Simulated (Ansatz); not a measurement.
A run of Ansatz 0.2.0:

File input.yaml:

```yaml
crystal:
  lattice:
    - [4.865622, 0.0, 0.0]
    - [0.0, 4.865622, 0.0]
    - [0.0, 0.0, 4.865622]
  atoms:
    - { symbol: Te, position: [0.0, 0.0, 0.0] }
    - { symbol: Sn, position: [0.0, 0.5, 0.5] }
    - { symbol: Sn, position: [0.5, 0.0, 0.5] }
    - { symbol: Sn, position: [0.5, 0.5, 0.0] }
hamiltonian:
  xc: pbesol
  pseudopotentials: { kind: paw, source: ansatz }
kpoints:
  mp_grid: { grid: [6, 6, 6] }
  band_path:
    path:
      - [[0.0, 0.0, 0.0], [0.0, 0.5, 0.0], [0.5, 0.5, 0.0], [0.0, 0.0, 0.0], [0.5, 0.5, 0.5], [0.0, 0.5, 0.0]]
      - [[0.5, 0.5, 0.0], [0.5, 0.5, 0.5]]
    npoints: 14
scf:
  occupations: { method: fermi_dirac, width: 0.05 }
  n_extra_bands: 10
output:
  forces: true
  stress: true
  eigenvalues: true
  fatbands: true
```

Potentials or basis: Ansatz PAW earlier set.

Run with:

```console
$ ansatz run input.yaml --threads 2 --pin off --max-ram 5632MiB --backend cpu --events-out ev --progress --plain --runs-dir out
```

Hardware: 2 threads of Intel(R) Xeon(R) Platinum 8488C (Sapphire Rapids) (shared host).

How long does it take, and how much memory?

It took 23 s on 2 threads of Intel(R) Xeon(R) Platinum 8488C (Sapphire Rapids), with other jobs on the host, peak memory 0.78 GiB. Counts: scf iterations 8, plane waves 4169, k points 20, bands 51.
